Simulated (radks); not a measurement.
# Re³⁺ in [Xe] 4f14 5d4: an all-electron calculation

Wanted: eigenvalues, radial structure and energy terms of the rhenium ion Re3+.

Method: Dirac Kohn-Sham, PBE, spin-unpolarised, spherical densities, point nucleus; open shells are shared between the two j in proportion to 2j + 1. Code: radks (a radial shooting solver on a logarithmic mesh, Libxc functionals) version 1.

## 1. What is computed

- element: rhenium (Z = 75)
- charge: +3
- electrons: 72
- configuration: [Xe] 4f14 5d4

Outer shells as boxes (Hund's rule):

Re³⁺
```
[Xe] core
4f [↑↓][↑↓][↑↓][↑↓][↑↓][↑↓][↑↓]
5d [↑ ][↑ ][↑ ][↑ ][  ]
```

## 2. The calculation

Input:

```text
Z 75
configuration [Xe] 4f14 5d4
relativity Dirac
functional pbe,pbe
spin unpolarised
j_filling average
nucleus point
c 137.035999084
```

On the command line:

```
$ python run_ks.py task.json out
```

The same process makes all the runs of this session.

What does the calculation give?

The runs gave:

```
                        quantity                   value
                    total energy     -16715.8410 hartree
exchange-correlation share of it                  1.99 %
                            −T/E                  1.1312
          highest occupied level       5d5/2, -32.593 eV
    most extended occupied level  5d5/2, <r> = 1.70 bohr
 radius at density 0.001 e/bohr³               3.43 bohr
    maxima of the radial density                       4
         ionisation energy, NIST          39 (theory) eV
```

**Reading.** The radial density shows 4 maxima for 5 occupied principal shells; where shells overlap, one shows as a shoulder or not at all. Relativity lifts −T/E to 1.131. Minus the highest eigenvalue, 32.593 eV, is 83 % of the tabulated ionisation energy (39 eV); the potential of a semilocal functional falls off too fast, so its top eigenvalue is too shallow. Spin polarisation and multiplet splitting are left out. Sharing an open shell by 2j + 1 raises it above the true ground level by a part of the spin-orbit splitting, which enters the differences from NIST.
